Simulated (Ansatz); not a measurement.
# InH2F (SMILES [F][InH2]) at 6 levels

Aim: a comparison of 6 runs (PBE0/STO-3G, r2SCAN/STO-3G, r2SCAN0/STO-3G, RPA@PBE/STO-3G, UMP2/STO-3G, FCI/STO-3G) of InH2F. 

The results are computed with Ansatz 0.2.0.

57 further runs of the same task are left out: 3 that didn't finish, 54 set aside as unsound or not needed.

## 1. The system as given

InH2F has 4 atoms, charge 0, and is taken as a singlet. SMILES: `[F][InH2]`. The In2–F1 distance was set to 2.942 Å, away from the relaxed value. At this shape a bond of the SMILES string is far longer than usual.

Bond lengths: In2–H3 1.702 Å, In2–H4 1.702 Å. Angles: H3–In2–H4 139.2°.

## 2. The energy at PBE0/STO-3G (run 1)

Input file input.yaml:

```yaml
crystal:
  periodic: [false, false, false]
  atoms:
    - {symbol: F, position_ang: [-2.544857, -0.970234, 0.296045]}
    - {symbol: In, position_ang: [0.194400, 0.052300, -0.026300]}
    - {symbol: H, position_ang: [1.304300, -0.965100, 0.767900]}
    - {symbol: H, position_ang: [0.188600, 1.481900, -0.950400]}
basis:
  gaussian:
    orbitals: STO-3G
total_charge: 0
hamiltonian:
  xc: pbe0
accuracy: high
```

Command:

```
$ ansatz run input.yaml --threads 1 --pin off --max-ram 2610MiB --events-out events.jsonl --progress --plain --runs-dir runs
```

The log of the run:

```text
Warning: RAYON_NUM_THREADS=1 ignored (pool sized by the plan → 1); use --threads N
Functional definition: PBE0
  name "PBE0"
  parameter a = 0.25
  parameter kappa = 0.804
  parameter beta = 0.06672455060314922
  exchange = (1 - a)*pbe_x(kappa = kappa, mu = beta*pi^2/3) + a*exact_x
  correlation = pbe_c(beta = beta)
595 factors; integrals over basis functions are off by at most 3.9e-8 eV
mean field evaluation 1: about -157381.8223 eV, gradient 2.1e1 eV
mean field evaluation 2: about -157072.9237 eV, gradient 7.6e1 eV
mean field evaluation 4: about -157382.4343 eV, gradient 1.7e1 eV
mean field evaluation 8: about -157382.4126 eV, gradient 1.7e1 eV
mean field evaluation 16: about -157388.3677 eV, gradient 9.0e-8 eV
mean field -157388.36767359 eV, -5783.9158303372 hartree, gradient 9.0e-8 eV, S^2 0.000000; 0 other end points of the search recorded, 0 dependent functions left out
reference -157388.36767487 eV, -5783.9158303841 hartree; 30, 30 occupied and 4, 4 virtual orbitals, 595 factors
Total energy: -157388.36767487 eV, -5783.9158303841 hartree
```

Wall time 1.6 s (1 thread of Arm Neoverse V2, shared host); peak memory 0.11 GiB.

## 3. The energy at r2SCAN/STO-3G (run 2)

Input file job.yaml:

```yaml
crystal:
  periodic: [false, false, false]
  atoms:
    - {symbol: F, position_ang: [-2.544857, -0.970234, 0.296045]}
    - {symbol: In, position_ang: [0.194400, 0.052300, -0.026300]}
    - {symbol: H, position_ang: [1.304300, -0.965100, 0.767900]}
    - {symbol: H, position_ang: [0.188600, 1.481900, -0.950400]}
basis:
  gaussian: {orbitals: STO-3G}
hamiltonian: {xc: r2scan}
accuracy: high
```

Command:

```
$ ansatz run job.yaml --threads 1 --pin off --max-ram 2610MiB --events-out events.jsonl --progress --plain --runs-dir runs
```

The log of the run:

```text
Warning: RAYON_NUM_THREADS=1 ignored (pool sized by the plan → 1); use --threads N
Functional definition: r2SCAN
  name "r2SCAN"
  parameter k0 = 0.174
  parameter k1 = 0.065
  parameter a1 = 4.9479
  exchange = r2scan_x(k0 = k0, k1 = k1, a1 = a1)
  correlation = r2scan_c
595 factors; integrals over basis functions are off by at most 3.9e-8 eV
mean field evaluation 1: about -157394.1720 eV, gradient 3.2e1 eV
mean field evaluation 2: about -157082.6530 eV, gradient 5.6e1 eV
mean field evaluation 4: about -157394.6677 eV, gradient 1.5e1 eV
mean field evaluation 8: about -157395.7563 eV, gradient 1.9e1 eV
mean field evaluation 16: about -157402.7275 eV, gradient 4.3e-2 eV
mean field evaluation 32: about -157396.4541 eV, gradient 3.2e1 eV
mean field -157402.72749615 eV, -5784.4435440828 hartree, gradient 7.8e-9 eV, S^2 0.000000; 2 other end points of the search recorded, 0 dependent functions left out
reference -157402.72749650 eV, -5784.4435440958 hartree; 30, 30 occupied and 4, 4 virtual orbitals, 595 factors
Total energy: -157402.72749650 eV, -5784.4435440958 hartree
```

Run time: 4.8 s. Hardware: 1 thread of Arm Neoverse V2, shared host; peak memory 0.14 GiB.

Runs 3 to 4 aren't shown in full; the table further down has their settings and results.

## 4. A single-point energy at UMP2/STO-3G (run 5)

Input file in.yaml:

```yaml
crystal:
  periodic: [false, false, false]
  atoms:
    - {symbol: F, position_ang: [-2.544857, -0.970234, 0.296045]}
    - {symbol: In, position_ang: [0.194400, 0.052300, -0.026300]}
    - {symbol: H, position_ang: [1.304300, -0.965100, 0.767900]}
    - {symbol: H, position_ang: [0.188600, 1.481900, -0.950400]}
basis:
  gaussian:
    orbitals: STO-3G
magnetization:
  spin_polarized: true
  initial_magnetization: 0
correlation:
  method: mp2
  frozen_orbitals: {F: 1, H: 0, In: 18}
accuracy: high
```

Command:

```
$ ansatz run in.yaml --threads 1 --pin off --max-ram 2610MiB --events-out events.jsonl --progress --plain --runs-dir runs
```

The log of the run, shortened:

```text
Warning: RAYON_NUM_THREADS=1 ignored (pool sized by the plan → 1); use --threads N
Functional definition: HF
  name "HF"
[...]
595 factors; integrals over basis functions are off by at most 3.9e-8 eV
[...]
mean field -157334.98358242 eV, -5781.9540011716 hartree, gradient 1.9e-8 eV, S^2 0.894102; 14 other end points of the search recorded, 0 dependent functions left out
19 core orbitals not correlated: weight in the atoms' cores, before any rotation towards them, 1.000 or more for the frozen orbitals, at most 0.000 for the correlated occupied ones
reference -157334.98358242 eV, -5781.9540011716 hartree; 11, 11 occupied and 4, 4 virtual orbitals, 595 factors
second order -0.67566944 eV of doubles, -0.00000000 eV of singles
Total energy: -157335.65925186 eV, -5781.9788315656 hartree
```

Run time: 2.4 s. Hardware: 1 thread of Arm Neoverse V2, shared host; peak memory 0.11 GiB.

## 5. A single-point energy at FCI/STO-3G (run 6)

input.yaml: that of step 2 with these lines changed.

```diff
@@ -10,5 +10,5 @@
     orbitals: STO-3G
-total_charge: 0
-hamiltonian:
-  xc: pbe0
+correlation:
+  method: fci
+  frozen_orbitals: {F: 1, H: 0, In: 18}
 accuracy: high
```

Command:

```
$ ansatz run input.yaml --threads 1 --pin off --max-ram 2610MiB --events-out events.jsonl --progress --plain --runs-dir runs
```

The log of the run, shortened:

```text
Warning: RAYON_NUM_THREADS=1 ignored (pool sized by the plan → 1); use --threads N
Functional definition: HF
  name "HF"
[...]
595 factors; integrals over basis functions are off by at most 3.9e-8 eV
[...]
mean field -157332.45841527 eV, -5781.8612029905 hartree, gradient 1.6e-8 eV, S^2 0.000000; 1 other end points of the search recorded, 0 dependent functions left out; unrestricted orbitals would lower it
[...]
unrestricted determinant -157334.98358241 eV, -5781.9540011715 hartree, S^2 0.8941
19 core orbitals not correlated: weight in the atoms' cores, before any rotation towards them, 1.000 or more for the frozen orbitals, at most 0.000 for the correlated occupied ones
reference -157332.45841527 eV, -5781.8612029905 hartree; 11, 11 occupied and 4, 4 virtual orbitals, 595 factors
state -157336.50943405 eV, -5782.0100751850 hartree
Total energy: -157336.50943405 eV, -5782.0100751850 hartree
```

Wall time 9.6 s (1 thread of Arm Neoverse V2, shared host); peak memory 0.21 GiB.

## 6. All runs side by side

| run | level | frozen core orbitals | energy (Eh) | wall time |
| --- | --- | --- | --- | --- |
| 1 | PBE0/STO-3G | – | -5783.915830 | 1.6 s |
| 2 | r2SCAN/STO-3G | – | -5784.443544 | 4.8 s |
| 3 | r2SCAN0/STO-3G | – | -5784.527128 | 3.6 s |
| 4 | RPA@PBE/STO-3G | 19 | -5782.039095 | 2.8 s |
| 5 | UMP2/STO-3G | 19 | -5781.978832 | 2.4 s |
| 6 | FCI/STO-3G | 19 | -5782.010075 | 9.6 s |

## 7. Results

| quantity | value |
| --- | --- |
| run 6: total energy | -5782.01008 Eh |
| run 6: correlation energy (19 core orbitals frozen) | -148.9 mEh |

**Reading.** Against full CI in this basis: UMP2 +31.2 mEh. Totals of different functionals can't be ranked against each other. In run 4 the log says that unrestricted orbitals would lower the reference, so the values rest on an unstable closed-shell determinant (other closed-shell runs at this shape may share the fault). In runs 1, 2, 3, 4, 5, 6 the basis is minimal, so the values are rough. In runs 1, 2, 3, 4, 5, 6 relativity is left out where basis or elements ask for it. Spin contamination of the reference: run 5 ⟨S²⟩ = 0.89. Where it is this large, the reference is a mixture of spin states, and values that rest on it are in doubt. All runs together took 25 s, the longest 9.6 s.
